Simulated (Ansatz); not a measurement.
# C2H8GeO2Si: up Jacob's ladder to CCSD(T)

The task here is to estimate one member of a computed series from the others.

The runs use Ansatz 0.2.0, Gaussian basis; functionals in def2-TZVPP, the program's frozen cores in correlated methods.

The runs, in order: PBE-D4, r2SCAN-D4, PBE0-D4, B3LYP-D4, ωB97X-V, ωB97M-V, B2PLYP; CCSD(T)/def2-TZVPP; MP2/def2-QZVPP; extrapolation to the limit.

## Structure used throughout

The geometry comes from an earlier relaxation with PBE0-D4 in a triple-zeta def2 set; it is a stationary point, not always the lowest conformer.

14 atoms, charge 0, spin multiplicity 1.

Atoms are counted from 1 here; the program's logs count them from 0.

Bond lengths: O1–Si2 1.643 Å, O1–H7 0.959 Å, Si2–O3 1.644 Å, Si2–C4 1.851 Å, Si2–H8 1.482 Å, O3–H9 0.958 Å, C4–C5 1.336 Å, C4–H10 1.093 Å, C5–Ge6 1.958 Å, C5–H11 1.091 Å, Ge6–H12 1.543 Å, Ge6–H13 1.534 Å, Ge6–H14 1.534 Å. Angles: Si2–O1–H7 117.2°, O1–Si2–O3 113.2°, O1–Si2–C4 111.1°, O1–Si2–H8 103.3°, O3–Si2–C4 105.1°, O3–Si2–H8 110.9°, C4–Si2–H8 113.5°, Si2–O3–H9 118.5°, Si2–C4–C5 127.9°, Si2–C4–H10 115.2°, C5–C4–H10 117.0°, C4–C5–Ge6 129.3°, C4–C5–H11 117.6°, Ge6–C5–H11 113.1°, C5–Ge6–H12 105.5°, C5–Ge6–H13 112.1°, C5–Ge6–H14 112.2°, H12–Ge6–H13 108.1° and more.

Set-up of the first run:

in.yaml

```yaml
crystal:
  periodic: [false, false, false]
  atoms:
    - {symbol: O, position_ang: [-0.303282, 2.741524, -0.953652]}
    - {symbol: Si, position_ang: [0.405303, 1.539830, -0.086560]}
    - {symbol: O, position_ang: [-0.503873, 1.037070, 1.187741]}
    - {symbol: C, position_ang: [0.656206, 0.028270, -1.125481]}
    - {symbol: C, position_ang: [0.357307, -1.237070, -0.818031]}
    - {symbol: Ge, position_ang: [-0.416826, -1.965273, 0.826033]}
    - {symbol: H, position_ang: [-1.113010, 2.526843, -1.420284]}
    - {symbol: H, position_ang: [1.671955, 2.154985, 0.376488]}
    - {symbol: H, position_ang: [-0.578580, 1.611128, 1.950660]}
    - {symbol: H, position_ang: [1.101034, 0.207957, -2.107386]}
    - {symbol: H, position_ang: [0.572171, -2.002271, -1.565080]}
    - {symbol: H, position_ang: [-0.350612, -3.499067, 0.667438]}
    - {symbol: H, position_ang: [-1.888946, -1.568038, 0.997472]}
    - {symbol: H, position_ang: [0.391162, -1.575899, 2.070641]}
basis:
  gaussian: {orbitals: def2-TZVPP}
hamiltonian: {xc: pbe, dispersion: d4}
output: {forces: true, orbitals: {seedname: orbitals}}
```

The run is started by

```console
> ansatz run in.yaml --threads 2 --pin off --events-out ev --progress --plain --max-ram 22528MiB --backend cuda --devices 0, --max-vram 18GiB
```

Steps of the session up to this table: PBE-D4 (GGA); r2SCAN-D4 (meta-GGA); PBE0-D4 (hybrid); B3LYP-D4 (hybrid); ωB97X-V (range-separated); ωB97M-V (range-separated); B2PLYP (double hybrid); CCSD(T) in def2-TZVPP; MP2 in def2-QZVPP.

One of the session's tables, all rows but one given; the rest of the session is left out.

```
            method  atomisation energy (eV)
            PBE-D4                   54.109
         r2SCAN-D4                   53.655
           PBE0-D4                   53.216
          B3LYP-D4                   53.371
           ωB97X-V                   53.710
           ωB97M-V                   53.600
            B2PLYP                   52.920
     HF/def2-TZVPP                   38.805
    MP2/def2-TZVPP                   53.261
   CCSD/def2-TZVPP                        ?
CCSD(T)/def2-TZVPP                   52.457
           MP2/CBS                   54.622
       CCSD(T)/CBS                   53.818
```

**Question.** Estimate the row for CCSD/def2-TZVPP.

**Answer.** atomisation energy (eV): 51.654. In the column «atomisation energy (eV)» it lies between HF/def2-TZVPP (38.805) and CCSD(T)/def2-TZVPP (52.457).
